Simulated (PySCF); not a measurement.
# SrPb+: bond curves at several levels of theory

An exercise on one series of results from a longer session: the logs are not shown, and one member is left open.

Computed with PySCF 2.14.0. Level: Sr def2-SVPD with ECP28, Pb def2-SVPD with ECP60, scalar-relativistic core potentials.

The first run:

A driver script around PySCF takes these settings:

```
atoms                         : Sr, Pb
charge                        : 1
basis                         : Sr def2-SVPD with ECP28, Pb def2-SVPD with ECP60
Hamiltonian                   : scalar-relativistic core potentials
basis functions               : 58
electrons treated             : 31
masses in u                   : 87.9056, 207.9766
levels                        : PBE0, PBE, r²SCAN, M06-2X, M06, BLYP, HSE06, HF, MP2, SCS-MP2
grid                          : 80 radial by 434 angular points
occupations                   : held fixed by the projection of orbital angular momentum
dissociation limit            : Sr+ + Pb, each in its ground configuration
starting distance in angstrom : 3.205
values of 2S to try           : 1, 3
```

On the command line:

```bash
$ OMP_NUM_THREADS=1 python dia.py task.json out
```

Among the steps run: The job; PBE0 along the bond; Other states along the same grid; PBE (GGA); r²SCAN (meta-GGA); M06-2X (hybrid meta-GGA); M06; BLYP (GGA); HSE06; UHF (mean field).

One of the session's tables, all rows but one given; the rest of the session is left out.

Energy (eV) from each level's lowest point:

```
R (Å)    UHF  UHF-MP2  UHF-SCS-MP2    PBE   BLYP
2.968  0.483    0.595        0.643  0.436  0.491
3.106  0.329    0.268        0.303  0.190  0.228
3.244  0.138    0.092        0.114  0.057  0.080
3.348  0.056    0.026        0.040  0.012  0.023
3.451      ?        ?            ?      ?      ?
3.554  0.000    0.002        0.000  0.013  0.002
3.693  0.016    0.037        0.025  0.058  0.034
3.865  0.074    0.114        0.090  0.142  0.102
4.072  0.178    0.235        0.197  0.263  0.206
4.348  0.344    0.416        0.362  0.429  0.355
```

Estimate the missing values for R (Å) = 3.451.

Worked estimate for «UHF». A straight line through the neighbours (3.348, 0.056) and (3.554, 0.000) gives 0.056 + (0.000 − 0.056) × (3.451 − 3.348) / (3.554 − 3.348) = 0.028; a parabola fitted to 4 rows on both sides gives 0.014.

**Answer.** UHF: 0.013; UHF-MP2: 0.000; UHF-SCS-MP2: 0.006; PBE: 0.000; BLYP: 0.000. In «UHF» the line misses by +0.015 and the parabola by +0.001.
